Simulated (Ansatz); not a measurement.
# C2H8O3SSi: up Jacob's ladder to CCSD(T)

The task here is to estimate one member of a computed series from the others.

Method: functionals in def2-TZVPP, the program's frozen cores in correlated methods; program: Ansatz 0.2.0, Gaussian basis.

Levels to be run: PBE-D4, r2SCAN-D4, PBE0-D4, B3LYP-D4, ωB97X-V, ωB97M-V, B2PLYP; CCSD(T)/def2-TZVPP; MP2/def2-QZVPP; extrapolation to the limit.

### The relaxed structure

All runs share one geometry, relaxed beforehand with PBE0-D4 in a triple-zeta def2 set.

SMILES `CCS[Si](O)(O)O`, 15 atoms, charge 0, spin multiplicity 1.

Atoms are counted from 1 here; the program's logs count them from 0.

Bond lengths: C1–C2 1.513 Å, C1–H8 1.094 Å, C1–H9 1.092 Å, C1–H10 1.092 Å, C2–S3 1.828 Å, C2–H11 1.092 Å, C2–H12 1.090 Å, S3–Si4 2.112 Å, Si4–O5 1.636 Å, Si4–O6 1.635 Å, Si4–O7 1.633 Å, O5–H13 0.958 Å, O6–H14 0.959 Å, O7–H15 0.960 Å. Angles: C2–C1–H8 110.1°, C2–C1–H9 111.1°, C2–C1–H10 111.3°, H8–C1–H9 108.3°, H8–C1–H10 108.1°, H9–C1–H10 107.9°, C1–C2–S3 113.8°, C1–C2–H11 111.0°, C1–C2–H12 111.7°, S3–C2–H11 104.2°, S3–C2–H12 107.8°, H11–C2–H12 107.8°, C2–S3–Si4 101.2°, S3–Si4–O5 117.0°, S3–Si4–O6 106.2°, S3–Si4–O7 107.3°, O5–Si4–O6 106.2°, O5–Si4–O7 105.0° and more.

The first run:

Input file in.yaml:

```yaml
crystal:
  periodic: [false, false, false]
  atoms:
    - {symbol: C, position_ang: [-1.536270, 1.394923, 0.380148]}
    - {symbol: C, position_ang: [-1.532081, 0.296985, -0.661480]}
    - {symbol: S, position_ang: [-0.881929, -1.298084, -0.049636]}
    - {symbol: Si, position_ang: [1.186556, -0.884898, 0.058659]}
    - {symbol: O, position_ang: [1.694921, 0.036568, 1.310768]}
    - {symbol: O, position_ang: [1.933671, -2.330152, 0.223974]}
    - {symbol: O, position_ang: [1.581659, -0.036102, -1.279341]}
    - {symbol: H, position_ang: [-1.981694, 2.304120, -0.034517]}
    - {symbol: H, position_ang: [-2.113647, 1.100036, 1.258403]}
    - {symbol: H, position_ang: [-0.522889, 1.632514, 0.709242]}
    - {symbol: H, position_ang: [-2.546916, 0.064834, -0.990316]}
    - {symbol: H, position_ang: [-0.952918, 0.578623, -1.540703]}
    - {symbol: H, position_ang: [1.673415, -0.366044, 2.180341]}
    - {symbol: H, position_ang: [1.652299, -3.032086, -0.365293]}
    - {symbol: H, position_ang: [2.345823, 0.538742, -1.200249]}
basis:
  gaussian: {orbitals: def2-TZVPP}
hamiltonian: {xc: pbe, dispersion: d4}
output: {forces: true, orbitals: {seedname: orbitals}}
```

Launch:

```console
ansatz run in.yaml --threads 2 --pin off --events-out ev --progress --plain --max-ram 32768MiB --backend cuda --devices 0, --max-vram 18GiB
```

Steps of the session up to this table: PBE-D4 (GGA); r2SCAN-D4 (meta-GGA); PBE0-D4 (hybrid); B3LYP-D4 (hybrid); ωB97X-V (range-separated); ωB97M-V (range-separated); B2PLYP (double hybrid); CCSD(T) in def2-TZVPP; MP2 in def2-QZVPP.

One table of the session follows, with a row left open; its other results are not shown here.

It belongs to the step «Atomisation energies». 

```
            method  atomisation energy (kJ/mol)
            PBE-D4                       6053.6
         r2SCAN-D4                       5975.3
           PBE0-D4                       5938.4
          B3LYP-D4                       5931.6
           ωB97X-V                       5970.7
           ωB97M-V                       5984.3
            B2PLYP                            ?
     HF/def2-TZVPP                       4281.5
    MP2/def2-TZVPP                       5944.7
   CCSD/def2-TZVPP                       5715.4
CCSD(T)/def2-TZVPP                       5807.8
           MP2/CBS                       6120.8
       CCSD(T)/CBS                       5983.8
```

**Question.** Estimate the row for B2PLYP.

**Answer.** atomisation energy (kJ/mol): 5881.2. In the column «atomisation energy (kJ/mol)» it lies between CCSD(T)/def2-TZVPP (5807.8) and B3LYP-D4 (5931.6).
